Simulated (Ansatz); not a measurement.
CH₄AlClO, SMILES [CH3][Al]([OH])[Cl], a short molecular-dynamics run

Program: Ansatz's Python interface.

Script `md_ch4alclo.py`:
```python
'''Molecular dynamics of one CH4AlClO molecule.'''

import warnings

import ansatz as az
import numpy as np

warnings.simplefilter('ignore', az.DeckWarning)

geometry_ang = [
    ('C', (0.12, 1.1968, -0.1359)),
    ('Al', (-0.3537, -0.7062, -0.1059)),
    ('O', (0.0746, -1.7071, 1.3457)),
    ('Cl', (-1.2856, -1.6415, -1.8304)),
    ('H', (-0.8664, 1.8134, -0.2757)),
    ('H', (0.5762, 1.5469, 0.7955)),
    ('H', (0.7677, 1.4575, -1.0022)),
    ('H', (1.0595, -2.017, 1.1532)),
]
mol = az.Crystal.molecule()
for symbol, xyz in geometry_ang:
    mol = mol.atom(symbol, xyz)

model = (
    mol.calculation()
    .basis(gaussian='6-31G*')
    .functional('B3LYP')
)
symbols = [site.symbol for site in mol.cartesian_sites]
start = np.array([site.position_ang for site in mol.cartesian_sites], dtype=float)
r = model.relax(force_tolerance=0.02).run(threads=1).report
end = np.array(r['positions_ang'])
minimum = az.Crystal.molecule()
for symbol, place in zip(symbols, end):
    minimum = minimum.atom(symbol, place.tolist())

# dynamics from the relaxed geometry
model = (
    minimum.calculation()
    .basis(gaussian='6-31G*')
    .functional('B3LYP')
    .md('nve', timestep=1.0, steps=40, temperature=200, initial_velocities='maxwell_boltzmann', seed=61)
)
frames = []
res = model.session().plan().execute(on_event=lambda e: frames.append(e['data']) if e['event'] == 'md_step' else None)
print('t (fs)   E_pot (eV)      E_kin (eV)   T (K)   d(0-1) (A)')
for f in frames[::2]:
    xyz = np.array(f['positions_ang'])
    print(f'{f["time_fs"]:6.2f} {f["lagrangian_ev"]:14.5f} {f["e_kin_ev"]:10.5f} {f["temperature_k"]:8.1f} {np.linalg.norm(xyz[0] - xyz[1]):9.4f}')
kept = np.array([f['conserved_ev'] for f in frames])
print(f'conserved energy moves by at most {1000 * np.ptp(kept):.3f} meV')
```

```console
$ python md_ch4alclo.py
t (fs)   E_pot (eV)      E_kin (eV)   T (K)   d(0-1) (A)
  0.00   -22272.56115    0.15511    200.0    1.9434
  2.00   -22272.50337    0.10215    131.7    1.9336
  4.00   -22272.51985    0.11497    148.2    1.9223
  6.00   -22272.48959    0.08592    110.8    1.9109
  8.00   -22272.43515    0.03377     43.5    1.9018
 10.00   -22272.46676    0.06187     79.8    1.8965
 12.00   -22272.43169    0.02911     37.5    1.8940
 14.00   -22272.43952    0.03654     47.1    1.8923
 16.00   -22272.47754    0.07282     93.9    1.8919
 18.00   -22272.45127    0.04984     64.3    1.8958
 20.00   -22272.50631    0.10238    132.0    1.9054
 22.00   -22272.52441    0.11991    154.6    1.9193
 24.00   -22272.50401    0.10237    132.0    1.9347
 26.00   -22272.54159    0.13591    175.2    1.9497
 28.00   -22272.48036    0.07853    101.3    1.9643
 30.00   -22272.47543    0.07256     93.6    1.9781
 32.00   -22272.48431    0.07913    102.0    1.9902
 34.00   -22272.42713    0.02619     33.8    1.9997
 36.00   -22272.46353    0.05861     75.6    2.0050
 38.00   -22272.44810    0.04493     57.9    2.0063
 40.00   -22272.43431    0.03274     42.2    2.0043
conserved energy moves by at most 5.382 meV
```

Total energies depend on the basis set; only differences at equal settings carry meaning. The trajectory is only some femtoseconds long, so its temperature is not equilibrated; where the script doesn't relax first, it starts from a rough generated geometry. b3lyp holds the VWN-RPA fit, as in Gaussian; the form of ORCA and Turbomole is b3lyp5. The temperature counts the internal degrees of freedom alone. With hydrogen a step over 0.5 fs is long. Timing: 2.5 min on 1 thread of Arm Neoverse V2, with other jobs on the host, peak memory 0.22 GiB.
